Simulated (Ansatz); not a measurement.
SbC: relaxation of cell and atoms with PBEsol

SbC:

```xyz
2
Lattice="3.1147 0.0000 0.0000 0.0000 3.1147 0.0000 0.0000 0.0000 3.1147" Properties=species:S:1:pos:R:3 pbc="T T T"
Sb    1.5573    1.5573    1.5573
C     0.0000    0.0000    0.0000
```

The cell was built by a generator and needn't be a form met in nature.

| Item | Value |
| --- | --- |
| Program | Ansatz 0.2.0 |
| Task | relaxation of cell and atoms |
| Functional | PBEsol |
| Potentials or basis | Ansatz PAW |
| Cutoff | 420 eV (not typed: the program's choice for these potentials) |
| k mesh | 9 × 9 × 9 |
| Occupations | fermi-dirac, width 0.05 eV |
| Spin | no spin polarisation |
| Target pressure | 30 GPa |
| Target pressure (GPa) | 30 |

```yaml
Relaxed_volume: 12.05 Å³/atom
Relaxed_cell: a = 2.888 Å, b = 2.888 Å, c = 2.888 Å, α = 90.00°, β = 90.00°, γ = 90.00°
Space_group_after_relaxing_to_0.05_Å: Pm-3m (No. 221)
Energy_change_on_relaxing_the_enthalpy_is_what_falls: +172.5 meV/atom
Ionic_steps: 8
Pressure_after_relaxing: 30.0 GPa
Band_gap_on_the_k_mesh: none (metal or under the smearing width)
```

Step by step:
```csv
step,energy change (eV),largest force (eV/Å),volume (Å³)
1,0.0000,0.0000,30.22
2,0.0838,0.0000,26.01
3,0.4895,0.0000,23.39
4,0.3237,0.0000,24.19
5,0.3368,0.0000,24.12
6,0.3412,0.0000,24.12
7,0.3449,0.0000,24.10
8,0.3449,0.0000,24.10
```

Final structure:
```
CELL_PARAMETERS angstrom
2.88842 0.00000 0.00000
0.00000 2.88842 0.00000
0.00000 0.00000 2.88842
ATOMIC_POSITIONS crystal
Sb 0.50000 0.50000 0.50000
C 0.00000 0.00000 0.00000
```

Levels at points of the mesh, in eV from the Fermi level:
```csv
k point,band 6,band 7,band 8,band 9,band 10,band 11,band 12,band 13
"(0.00, 0.00, 0.00)",-17.58,-2.44,-2.21,-2.21,-2.21,5.61,5.61,10.07
```

Wall time 2.8 s on 2 threads of Intel(R) Xeon(R) 6975P-C (Granite Rapids), on a shared host, peak memory 0.36 GiB.

Caveat: the volume moved by over 15 % at a fixed basis, so the end points are rough; the plane-wave basis is chosen anew once the cell has moved, so the energies of steps on either side of that aren't comparable; the PAW data sets come from PBE, with cores solved anew for the run's functional, which leaves a small shift of forces and pressure. Spin-orbit coupling is left out, which matters for the levels of Sb.
